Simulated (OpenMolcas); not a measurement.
**One shape, several levels: BBr2F (dibromofluoroborane)**

We compute a comparison of 6 runs (HF/STO-3G, HF/3-21G, B2PLYP/cc-pVDZ, PBE/cc-pVDZ, SVWN5/cc-pVDZ, TPSS/cc-pVDZ) of BBr2F (dibromofluoroborane). 

The calculation is run with OpenMolcas 26.06.

1 further run of the same task is left out (set aside as unsound or not needed).

**1. The system as given**

The species is BBr2F (4 atoms), meant as a singlet with charge 0. As SMILES, `FB(Br)Br`. Geometry: relaxed at PBE0-D4/def2-TZVP.

Bond lengths: F1–B2 1.307 Å, B2–Br3 1.901 Å, B2–Br4 1.901 Å. Angles: F1–B2–Br3 119.1°, F1–B2–Br4 119.1°, Br3–B2–Br4 121.7°.

**2. Energy and gradient at HF/STO-3G (run 1)**

File mol.input:

```
* BBr2F Hartree-Fock

&GATEWAY
 BasLib
 $CurrDir
 Coord
 4
 angstrom
 F        1.316550       0.465960       0.364370
 B        0.123960       0.043770       0.034160
 Br      -0.483040      -1.629420       0.701450
 Br      -0.957470       1.119690      -1.099980
 Basis
 STO-3G
 Group
 NoSym

&SEWARD

&SCF
 Thresholds
 1e-10 1e-07 1e-07 1e-05
 PrOrbitals
 1

&ALASKA
```

The basis set STO-3G is read from a file made from the Basis Set Exchange's data (not shown).

Launch:

```console
$ export MOLCAS_MEM=1860
$ pymolcas mol.input > mol.log
```

The program printed:

```text
--- Start Module: gateway ---
[...]
--- Stop Module: gateway /rc=_RC_ALL_IS_WELL_ ---
[...]
      Basis functions           46
[...]
--- Start Module: scf ---
[...]
       Convergence after  12 Iterations
[...]
::    Total SCF energy                              -5211.8902570612
[...]
      Total spin, S                                     0.0000000000
[...]
      Total electronic charge=   84.000000
      Total            charge=   -0.000000
[...]
      Dipole Moment (debye):
      Origin of the operator (angstrom)=   -0.4648   -0.1645   -0.1286
                   X=  7.4124E-01               Y=  2.6183E-01               Z=  2.0452E-01           Total=  8.1229E-01
      Quadrupole Moment (debye*angstrom):
[...]
--- Stop Module: scf /rc=_RC_ALL_IS_WELL_ ---
--- Start Module: alaska ---
[...]
 *              Molecular gradients               *
 **************************************************
  Irreducible representation: a
 ------------------------------------------------------------------------------------------
                              X                       Y                       Z
 ------------------------------------------------------------------------------------------
  F1                1.40400671964862E-02    4.97984534447049E-03    3.90316746770480E-03
  B2               -9.17976060126513E-03   -3.28188522589801E-03   -2.57692708346724E-03
  BR3              -2.00457846344548E-03   -3.30092140163174E-03    9.44745694869908E-04
  BR4              -2.85572813178092E-03    1.60296128311188E-03   -2.27098607908971E-03
 ------------------------------------------------------------------------------------------
--- Stop Module: alaska /rc=_RC_ALL_IS_WELL_ ---
[...]
```

Wall time 2.8 s (1 thread of Arm Neoverse V1, shared host); peak memory 0.38 GiB.

**3. Energy and gradient at HF/3-21G (run 2)**

File mol.xyz:

```xyz
4

F      1.316550     0.465960     0.364370
B      0.123960     0.043770     0.034160
Br    -0.483040    -1.629420     0.701450
Br    -0.957470     1.119690    -1.099980
```

File calc.input:

```
* BBr2F Hartree-Fock
>>> EXPORT MOLCAS_PRINT=2

&GATEWAY
 BASLIB = $CurrDir
 COORD = mol.xyz
 BASIS = 3-21G
 GROUP = NoSym

&SEWARD

&SCF
 THRESHOLDS = 1e-10 1e-07 1e-07 1e-05
 PRORBITALS = 1 2

&ALASKA
```

The basis set 3-21G is read from a file made from the Basis Set Exchange's data (not shown).

Launch:

```console
$ export MOLCAS_MEM=1860
$ pymolcas calc.input > calc.log
```

The program printed:

```text
--- Start Module: gateway ---
[...]
--- Stop Module: gateway /rc=_RC_ALL_IS_WELL_ ---
[...]
      Basis functions           62
[...]
--- Start Module: scf ---
[...]
       Convergence after  12 Iterations
[...]
::    Total SCF energy                              -5243.6612013342
[...]
      Total spin, S                                     0.0000000000
[...]
      Total electronic charge=   84.000000
      Total            charge=   -0.000000
[...]
      Dipole Moment (debye):
      Origin of the operator (angstrom)=   -0.4648   -0.1645   -0.1286
                   X= -1.2912E-01               Y= -4.6170E-02               Z= -3.6293E-02           Total=  1.4184E-01
      Quadrupole Moment (debye*angstrom):
[...]
--- Stop Module: scf /rc=_RC_ALL_IS_WELL_ ---
[...]
--- Start Module: alaska ---
[...]
 *              Molecular gradients               *
 **************************************************
  Irreducible representation: a
 ------------------------------------------------------------------------------------------
                              X                       Y                       Z
 ------------------------------------------------------------------------------------------
  F1               -2.95527397207707E-02   -1.04525295139162E-02   -8.16730550887623E-03
  B2                1.97200678453231E-02    6.95491761517253E-03    5.43026196788310E-03
  BR3               3.13071070852899E-03    1.21063880750967E-02   -5.41768577024726E-03
  BR4               6.70196116697142E-03   -8.60877617628830E-03    8.15472931125782E-03
 ------------------------------------------------------------------------------------------
--- Stop Module: alaska /rc=_RC_ALL_IS_WELL_ ---
[...]
```

Run time: 3.9 s. Hardware: 1 thread of Arm Neoverse V1, shared host; peak memory 0.4 GiB.

Runs 3 to 5 aren't shown in full; the table further down has their settings and results.

**4. Energy and gradient at TPSS/cc-pVDZ (run 6)**

File mol.inp:

```
* BBr2F Kohn-Sham DFT
>>> EXPORT MOLCAS_PRINT=2
&GATEWAY
BASLIB = $CurrDir
COORD
4
angstrom
F        1.316550       0.465960       0.364370
B        0.123960       0.043770       0.034160
Br      -0.483040      -1.629420       0.701450
Br      -0.957470       1.119690      -1.099980
BASIS = cc-pVDZ
GROUP = NoSym
&SEWARD
GRIDINPUT
Grid=UltraFine
End of Grid
&SCF
KSDFT = 2
1.0 MGGA_X_TPSS
1.0 MGGA_C_TPSS
THRESHOLDS = 1e-10 1e-07 1e-07 1e-05
PRORBITALS = 0
&ALASKA
```

The basis set cc-pVDZ is read from a file made from the Basis Set Exchange's data (not shown).

Launch:

```console
$ export MOLCAS_MEM=1860
$ pymolcas mol.inp > mol.log
```

The program printed:

```text
--- Start Module: gateway ---
[...]
--- Stop Module: gateway /rc=_RC_ALL_IS_WELL_ ---
[...]
      Basis functions           82
[...]
--- Start Module: scf ---
[...]
       Convergence after  15 Iterations
[...]
::    Total KS-DFT energy                           -5272.9132027842
[...]
      Total spin, S                                     0.0000000000
[...]
      Total electronic charge=   84.000000
      Total            charge=   -0.000000
[...]
      Dipole Moment (debye):
      Origin of the operator (angstrom)=   -0.4648   -0.1645   -0.1286
                   X= -1.0813E-01               Y= -3.8517E-02               Z= -3.0129E-02           Total=  1.1868E-01
      Quadrupole Moment (debye*angstrom):
[...]
--- Stop Module: scf /rc=_RC_ALL_IS_WELL_ ---
[...]
--- Start Module: alaska ---
[...]
 *              Molecular gradients               *
 **************************************************
  Irreducible representation: a
 ------------------------------------------------------------------------------------------
                              X                       Y                       Z
 ------------------------------------------------------------------------------------------
  F1               -2.11426366537637E-02   -7.47706876064491E-03   -5.84151279722178E-03
  B2                1.53434157649572E-02    5.40871941745724E-03    4.22377891199210E-03
  BR3               2.05991663925786E-03    5.91065211911257E-03   -2.38568387921845E-03
  BR4               3.73930424958857E-03   -3.84230277582986E-03    4.00341776445856E-03
 ------------------------------------------------------------------------------------------
--- Stop Module: alaska /rc=_RC_ALL_IS_WELL_ ---
[...]
```

Wall time 31 s (1 thread of Arm Neoverse V1, shared host); peak memory 0.46 GiB.

**5. The series**

```
run           level      task  frozen core orbitals   energy (Eh)  dipole moment (D)  HOMO energy (eV)  LUMO energy (eV)  wall time
  1       HF/STO-3G  gradient                     –  -5211.890257               0.81             -8.88              6.41      2.8 s
  2        HF/3-21G  gradient                     –  -5243.661201               0.14            -11.44              2.56      3.9 s
  3  B2PLYP/cc-pVDZ    energy                    20  -5272.128104               0.25             -9.58              0.31       17 s
  4     PBE/cc-pVDZ  gradient                     –  -5272.177269               0.16             -7.13             -2.03       22 s
  5   SVWN5/cc-pVDZ  gradient                     –  -5265.088538               0.19             -7.28             -2.27       18 s
  6    TPSS/cc-pVDZ  gradient                     –  -5272.913203               0.12             -7.29             -1.95       31 s
```

**6. Summary of results**

```
                       quantity           value
            run 6: total energy  -5272.91320 Eh
           run 6: dipole moment          0.12 D
             run 6: HOMO energy        -7.29 eV
             run 6: LUMO energy        -1.95 eV
           run 6: HOMO–LUMO gap         5.34 eV
run 6: largest force on an atom      1.192 eV/Å
```

**Reading.** The dipole moment (its size) runs from 0.12 D (TPSS/cc-pVDZ) to 0.81 D (HF/STO-3G). The two ends differ in method and basis. The two dipoles point in opposite directions. The HOMO–LUMO gap runs from 5.01 eV (SVWN5/cc-pVDZ) to 15.29 eV (HF/STO-3G). For B2PLYP the log adds the whole second-order term; the table takes 0.27 of it, as the functional is defined. Totals of different functionals can't be ranked against each other. In run 1 the basis is minimal, so the values are rough. All runs together took 95 s, the longest 31 s.
